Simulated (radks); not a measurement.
# Xe inside a hard spherical wall

The task here is to estimate one member of a computed series from the others.

Method: scalar-relativistic Kohn-Sham, PBE, spin-unpolarised, spherical densities, finite nucleus. Code: radks (a radial shooting solver on a logarithmic mesh, Libxc functionals) version 1.

## The atom as given

| Property | Result |
| --- | --- |
| element | xenon (Z = 54) |
| charge | 0 |
| electrons | 54 |
| configuration | [Xe] |
| nuclear rms radius | 4.7859 fm |

The outer shells:

Xe
```
[Kr] core
4d [↑↓][↑↓][↑↓][↑↓][↑↓]
5s [↑↓]
5p [↑↓][↑↓][↑↓]
```

Set-up of the first run:

The run's settings:

```text
Z 54
configuration [Xe] 6s0 4f0 5d0
relativity scalar-relativistic
functional pbe,pbe
spin unpolarised
nucleus finite rms 4.7859 fm
c 137.035999084
```

Among the steps run: The free atom; Wall at 20 bohr; Wall at 15 bohr; Wall at 7 bohr; Wall at 6 bohr; Wall at 5 bohr; Wall at 3 bohr; Wall at 2 bohr; Wall at 1.5 bohr.

One table of the session follows, with a row left open; its other results are not shown here.

| R (bohr) | E − E(free) (eV) | ε(5p) (eV) |
| --- | --- | --- |
| free | 0.000 | -8.235 |
| 20 | -0.000 | -8.235 |
| 15 | 0.000 | -8.235 |
| 7 | ? | ? |
| 6 | 0.493 | -7.720 |
| 5 | 2.349 | -6.550 |
| 3 | 66.955 | 11.652 |
| 2 | 506.95 | 87.149 |
| 1.5 | 1824.0 | 262.46 |

**Question.** Estimate the row for R (bohr) = 7.

Worked estimate for «E − E(free) (eV)». A straight line through the neighbours (15, 0.000) and (6, 0.493) gives 0.000 + (0.493 − 0.000) × (7 − 15) / (6 − 15) = 0.438; a parabola fitted to 4 rows on both sides gives 1.008.

The run gave: E − E(free) (eV): 0.106; ε(5p) (eV): -8.082. In «E − E(free) (eV)» the line misses by +0.332 and the parabola by +0.902. Between these rows the values bend or scatter more than so simple an estimate can follow.

From R = 3 bohr inwards the highest occupied level lies above zero, pushed up by confinement. Shells are not refilled when levels cross, and a hard wall is a model, not a crystal.
